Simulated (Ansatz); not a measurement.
# BeZn2Te3: the cost of one run

Program: Ansatz 0.2.0. Level of theory: DFT PBE, scalar-relativistic, plane waves, PAW. These are calculated values, not measurements.

### Step 1. The system as given

The structure is hexagonal, space group P6_3mc (No. 186). The conventional cell has a = 4.236 Å, b = 4.236 Å, c = 21.005 Å, α = 90.00°, β = 90.00°, γ = 120.00°. Be (site symmetry 3m) has 4 Te at 2.46 to 2.56 Å in its first shell of neighbours. Zn (site symmetry 3m) has 4 Te at 2.64 to 2.67 Å in its first shell of neighbours. Zn (site symmetry 3m) has 4 Te at 2.64 to 2.66 Å in its first shell of neighbours. Te (site symmetry 3m) has 1 Be at 2.46 Å and 3 Zn at 2.64 Å in its first shell of neighbours. Te (site symmetry 3m) is surrounded by 3 Be at 2.56 Å and 1 Zn at 2.67 Å. Around Te (site symmetry 3m) lie 4 Zn at 2.64 to 2.66 Å.

As a file:

```
Be Zn Te
1.0
     4.23626    0.00000    0.00000
    -2.11813    3.66871    0.00000
     0.00000    0.00000   21.00537
Be Zn Te
2 4 6
Direct
  0.33333 0.66667 0.00191
  0.66667 0.33333 0.50191
  0.33333 0.66667 0.33922
  0.33333 0.66667 0.66600
  0.66667 0.33333 0.16600
  0.66667 0.33333 0.83922
  0.33333 0.66667 0.11913
  0.33333 0.66667 0.46627
  0.33333 0.66667 0.79248
  0.66667 0.33333 0.29248
  0.66667 0.33333 0.61913
  0.66667 0.33333 0.96627
```

The start is the relaxed end of an invented cell (made as: elements ordered on the sites of the ZnTe type, Be/Zn on Zn (P6_3mc, No. 186)), taken up again for a closer look.

### Step 2. The guess as it stands, on a coarse mesh

File input.yaml:

```yaml
crystal:
  lattice:
    - [4.2362614, 0.0, 0.0]
    - [-2.1181307, 3.66871, 0.0]
    - [0.0, 0.0, 21.0053744]
  atoms:
    - { symbol: Be, position: [0.3333333, 0.6666667, 0.001906] }
    - { symbol: Be, position: [0.6666667, 0.3333333, 0.501906] }
    - { symbol: Zn, position: [0.3333333, 0.6666667, 0.339217] }
    - { symbol: Zn, position: [0.3333333, 0.6666667, 0.665995] }
    - { symbol: Zn, position: [0.6666667, 0.3333333, 0.165995] }
    - { symbol: Zn, position: [0.6666667, 0.3333333, 0.839217] }
    - { symbol: Te, position: [0.3333333, 0.6666667, 0.11913] }
    - { symbol: Te, position: [0.3333333, 0.6666667, 0.466271] }
    - { symbol: Te, position: [0.3333333, 0.6666667, 0.792482] }
    - { symbol: Te, position: [0.6666667, 0.3333333, 0.292482] }
    - { symbol: Te, position: [0.6666667, 0.3333333, 0.61913] }
    - { symbol: Te, position: [0.6666667, 0.3333333, 0.966271] }
basis:
  ecutwfc: 420
kpoints:
  mp_grid: { grid: [6, 6, 1] }
hamiltonian:
  xc: pbe
scf:
  occupations: { method: gaussian, width: 0.1 }
  lower_state_search: "off"
output:
  forces: true
  stress: true
  eigenvalues: true
```

Command:

```console
ansatz run input.yaml --threads 4 --pin off --max-ram 8192MiB --backend cpu --events-out ev --progress --plain --runs-dir out
```

Q: Estimate wall time and peak memory on 4 threads of Intel Xeon 6975P-C (Granite Rapids), shared host.

About 3 s, with a peak of 0.93 GiB.
